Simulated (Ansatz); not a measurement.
Run this with the Ansatz DFT code, driven from Python and show what comes out.

The script, `vcrelax_y3sn.py`:
```python
# -*- coding: utf-8 -*-
"""Cell relaxation of Y3Sn."""

import ansatz as az
from ase import Atoms
from ase.data import atomic_numbers
from ase.io import write
import numpy as np
from pymatgen.core import Structure
import spglib

def edges_and_angles(cell):
    cell = np.asarray(cell)
    a, b, c = np.linalg.norm(cell, axis=1)
    cosines = cell[1] @ cell[2] / (b * c), cell[0] @ cell[2] / (a * c), cell[0] @ cell[1] / (a * b)
    return (a, b, c, *np.degrees(np.arccos(cosines)))

xtal = (
    az.Lattice.fcc(7.692118)
    .space_group(225)
    .atom("Y", (0.0, 0.0, 0.0))
    .atom("Y", (0.25, 0.75, 0.75))
    .atom("Sn", (0.5, 0.0, 0.0))
    .primitive()
)

# shape and ions at fixed volume
job = (
    xtal.calculation()
    .functional("pbesol")
    .pseudopotentials("nc")
    .kpoints(4, 4, 4, shift=0.5)
    .occupations("fermi_dirac")
    .eigensolver("auto", full_accuracy=True)
    .relax(force_tolerance=0.05, max_steps=60, density_extrapolation="none", fix_cell=["volume"])
)
steps = []


def follow(event):
    if event["event"] != "relax_step":
        return
    row = event["data"]
    steps.append(row)
    print(f"step {row['step']:3d}  E = {row['lagrangian_ev']:.5f} eV  largest force component = {row['allowed_force_max_ev_ang']:.4f} eV/A  P = {row['pressure_gpa']:.3f} GPa")


res = job.session().plan(threads=1).execute(on_event=follow)
rep = res.report

first, last = steps[0], steps[-1]
symbols = [site.symbol for site in res.lattice.sites]
print(f"energy gained {first['lagrangian_ev'] - last['lagrangian_ev']:.4f} eV in {len(steps) - 1} steps")
for label, vectors in (("before", first["cell_ang"]), ("after", res.lattice.cell_ang)):
    print(label, "a b c (A) {:.4f} {:.4f} {:.4f}  angles {:.2f} {:.2f} {:.2f}".format(*edges_and_angles(vectors)), f" V = {abs(np.linalg.det(vectors)):.3f} A^3")
print("final stress xx yy zz (GPa, compression positive):", np.round(np.diag(rep["stress_gpa"]), 3) + 0.0)

fractions = [site.position_frac for site in res.lattice.sites]
numbers = [atomic_numbers[s] for s in symbols]
for tolerance in (1e-3, 1e-2, 1e-1):
    print(f"space group at {tolerance} A:", spglib.get_spacegroup((res.lattice.cell_ang, fractions, numbers), symprec=tolerance))

print("atom   start x y z (A)              end x y z (A)")
for symbol, a, b in zip(symbols, first["positions_ang"], last["positions_ang"]):
    print(f"{symbol:3s}", " ".join(f"{v:8.4f}" for v in a), "  ", " ".join(f"{v:8.4f}" for v in b))

relaxed = Atoms(symbols, positions=[site.position_ang for site in res.lattice.sites], cell=res.lattice.cell_ang, pbc=True)
write("relaxed.vasp", relaxed, format="vasp")

change = np.array(last["positions_ang"]) @ np.linalg.inv(last["cell_ang"]) - np.array(first["positions_ang"]) @ np.linalg.inv(first["cell_ang"])
moved = np.linalg.norm(change @ np.array(last["cell_ang"]), axis=1)
print("displacement within the cell, strain taken out (A):", " ".join(f"{s}:{d:.3f}" for s, d in zip(symbols, moved)))

print(f"free energy      {rep['free_energy_ev']:.5f} eV")
print(f"per atom         {rep['free_energy_ev'] / len(res.lattice.sites):.5f} eV")
print(f"SCF iterations   {rep['n_iterations']}  (converged: {rep['converged']})")

final = Structure(res.lattice.cell_ang, [s.symbol for s in res.lattice.sites], [s.position_frac for s in res.lattice.sites])
# count neighbours out to a fixed multiple of the shortest distance
for index, (site, neighbours) in enumerate(zip(final, final.get_all_neighbors(5.5))):
    first = min(n.nn_distance for n in neighbours)
    shell = [n for n in neighbours if n.nn_distance < 1.1 * first]
    mean = sum(n.nn_distance for n in shell) / len(shell)
    print(f"atom {index} {site.specie.symbol}: {len(shell)} neighbours within 1.1 of the shortest distance, mean {mean:.3f} A")
```

```console
$ python vcrelax_y3sn.py
DeckWarning: basis.ecutwfc = 979.609905 eV, auto-derived from the records' recommended cutoffs: set by Y (normal level)
DeckWarning: crystal.symmetry: narrowed to the stabiliser of the k-point mesh — unitary ops 48 → 12; excluded 36 operations that carry a point of the 4×4×4 mesh (shift [0.5, 0.5, 0.5]) off the mesh [...]
step   1  E = -5470.79978 eV  largest force component = 0.0234 eV/A  P = -2.631 GPa
step   2  E = -5470.80051 eV  largest force component = 0.0063 eV/A  P = -2.626 GPa
step   3  E = -5470.80051 eV  largest force component = 0.0063 eV/A  P = -2.626 GPa
energy gained 0.0007 eV in 2 steps
before a b c (A) 5.4391 5.4391 5.4391  angles 60.00 60.00 60.00  V = 113.783 A^3
after a b c (A) 5.4340 5.4340 5.4340  angles 60.13 60.13 60.13  V = 113.783 A^3
final stress xx yy zz (GPa, compression positive): [-2.626 -2.626 -2.626]
space group at 0.001 A: R-3m (166)
space group at 0.01 A: R-3m (166)
space group at 0.1 A: Fm-3m (225)
atom   start x y z (A)              end x y z (A)
Y     0.0000   0.0000   0.0000     -0.0000   0.0000   0.0000
Y     1.9230   1.9230   1.9230      1.9254   1.9254   1.9254
Y     5.7691   5.7691   5.7691      5.7520   5.7520   5.7520
Sn    3.8461   3.8461   3.8461      3.8387   3.8387   3.8387
displacement within the cell, strain taken out (A): Y:0.000 Y:0.011 Y:0.011 Sn:0.000
free energy      -5470.80051 eV
per atom         -1367.70013 eV
SCF iterations   4  (converged: True)
atom 0 Y: 8 neighbours within 1.1 of the shortest distance, mean 3.331 A
atom 1 Y: 8 neighbours within 1.1 of the shortest distance, mean 3.331 A
atom 2 Y: 8 neighbours within 1.1 of the shortest distance, mean 3.331 A
atom 3 Sn: 8 neighbours within 1.1 of the shortest distance, mean 3.331 A
```
(Warnings from the package without file and line, shortened.)

It writes `relaxed.vasp`:
```text
Y  Sn
 1.0000000000000000
    -0.0073609485429429    3.8423820499939265    3.8423820499939261
     3.8423820499939265   -0.0073609485429432    3.8423820499939261
     3.8423820499939265    3.8423820499939261   -0.0073609485429434
 Y   Sn
   3   1
Cartesian
 -0.0000000000000000  0.0000000000000000  0.0000000000000000
  1.9254273824640404  1.9254273824640404  1.9254273824640402
  5.7519757689808690  5.7519757689808690  5.7519757689808682
  3.8387015757224550  3.8387015757224550  3.8387015757224541
```

Notes:
- The settings weren't tested for convergence.
- No spin polarisation was allowed.
- Part of the cell is held or a pressure is applied, so the end point needn't be the zero-pressure lattice.
- For a metal this k-point mesh is coarse: on a finer one energies can move by several to tens of meV an atom and pressures by half a GPa or more, differences at one mesh by less.
- Energies along a relaxation are free energies. Rows at an unchanged volume are solved on a plane-wave basis chosen afresh for that cell, so the energy jumps there and such rows are no steps of the walk.
- Edges and angles are those of the cell as typed, here a primitive one, not of the conventional cell.
- This cell is a computed structure, which may not be the phase found in nature.
- Timing: 9.8 s on 1 thread of AMD EPYC 9R45 96-Core Processor (Zen 5), with other jobs on the host, peak memory 0.66 GiB.

(A comment or docstring line of the script was reworded after the run, the code is as it ran; lines on the test bed's own set-up are left out of the output.)
